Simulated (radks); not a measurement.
# Ionisation of Mn: one atom, several choices of functional

One table from this session's results is given with a row withheld; the runs are named, their logs left out.

The numbers are computed with radks (a radial shooting solver on a logarithmic mesh, Libxc functionals) version 1 (non-relativistic Kohn-Sham, spin-polarised, spherical densities, point nucleus; open shells are filled with parallel spins first), except any that are marked as measured or tabulated.

## The atom as given

```
element       : manganese (Z = 25)
charge        : 0
electrons     : 25
configuration : [Ar] 3d5 4s2
ion           : Mn⁺, [Ar] 3d5 4s1
choices       : Wu-Cohen GGA; LDA (Slater exchange, Perdew-Zunger correlation); BP86; r2SCAN; RPBE; revTPSS; PW91; MS2 meta-GGA; TASK exchange with Perdew-Wang LDA correlation; revPBE; Tao-Mo meta-GGA
```

Outer shells as boxes (Hund's rule):

Mn
```
[Ar] core
3d [↑ ][↑ ][↑ ][↑ ][↑ ]
4s [↑↓]
```

Mn⁺
```
[Ar] core
3d [↑ ][↑ ][↑ ][↑ ][↑ ]
4s [↑ ]
```

The first run:

Input:

```text
Z 25
configuration [Ar] 3d5 4s2
relativity non-relativistic
functional wc,pbe
spin polarised
nucleus point
```

Among the steps run: Wu-Cohen GGA: Mn.

One of the session's tables, all rows but one given; the rest of the session is left out.

It belongs to the step «Wu-Cohen GGA: Mn». Sizes of the orbitals, from the radial functions (bohr):

```
  level     <r>  outermost maximum (interpolated)  90 % within  nodes
  3s up  0.8601                             0.743         1.29      2
3s down  0.8632                             0.744         1.29      2
  3p up  0.9068                             0.754         1.40      1
3p down  0.9130                             0.756         1.41      1
  3d up       ?                                 ?            ?      ?
  4s up   3.014                              2.48         4.57      3
4s down   3.319                              2.70         5.07      3
3d down   1.343                             0.768         2.47      0
```

**Question.** Estimate the row for 3d up.

As computed: <r>: 1.183; outermost maximum (interpolated): 0.756; 90 % within: 2.07; nodes: 0. In the column «<r>» it lies between 3p down (0.9130) and 3d down (1.343).

Caveats from the session: Open shells are spherical and high-spin; term and fine-structure splittings are not resolved.
